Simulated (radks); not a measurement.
# Valence configurations of Sb²⁺

One table from this session's results is given with a row withheld; the runs are named, their logs left out.

Method: non-relativistic Kohn-Sham, PBE, spin-polarised, spherical densities, point nucleus; open shells are filled with parallel spins first. Code: radks (a radial shooting solver on a logarithmic mesh, Libxc functionals) version 1.

## What is computed

| Item | Value |
| --- | --- |
| element | antimony (Z = 51) |
| charge | +2 |
| electrons | 49 |
| configuration | [Kr] 4d10 5s2 5p1 |
| others tried | 4d10 5p3; 4d10 5s1 5p2; 4d8 5s2 5p3; 4d9 5s2 5p2; 4d7 5s2 5p4; 4d9.5 5s1.5 5p2; 4d9.5 5s2 5p1.5; 4d9 5s1.5 5p2.5; 4d9 5s0.5 5p3.5 |

Outer shells as boxes (Hund's rule):

Sb²⁺
```
[Kr] core
4d [↑↓][↑↓][↑↓][↑↓][↑↓]
5s [↑↓]
5p [↑ ][  ][  ]
```

Set-up of the first run:

Settings of this run:

```text
Z 51
configuration [Kr] 4d10 5s2 5p1
relativity non-relativistic
functional pbe,pbe
spin polarised
nucleus point
```

Among the steps run: [Kr] 4d10 5s2 5p1.

One of the session's tables, all rows but one given; the rest of the session is left out.

It belongs to the step «[Kr] 4d10 5s2 5p1». From the orbitals of this run (lengths in bohr):

```
  level     <r>  outermost maximum (interpolated)  90 % within  nodes
  4p up  0.8650                             0.774         1.27      2
4p down  0.8646                             0.774         1.27      2
  4d up       ?                                 ?            ?      ?
4d down   1.015                             0.843         1.56      1
  5s up   2.167                              1.92         3.13      4
5s down   2.161                              1.91         3.13      4
  5p up   2.515                              2.20         3.67      3
5p down   2.523                              2.19         3.70      3
```

Estimate the missing values for 4d up.

**Answer.** <r>: 1.018; outermost maximum (interpolated): 0.843; 90 % within: 1.57; nodes: 1. In the column «<r>» it lies between 4d down (1.015) and 5s down (2.161).

Caveats from the session: Relativity is left out, which favours d and f over s occupation in heavy atoms.
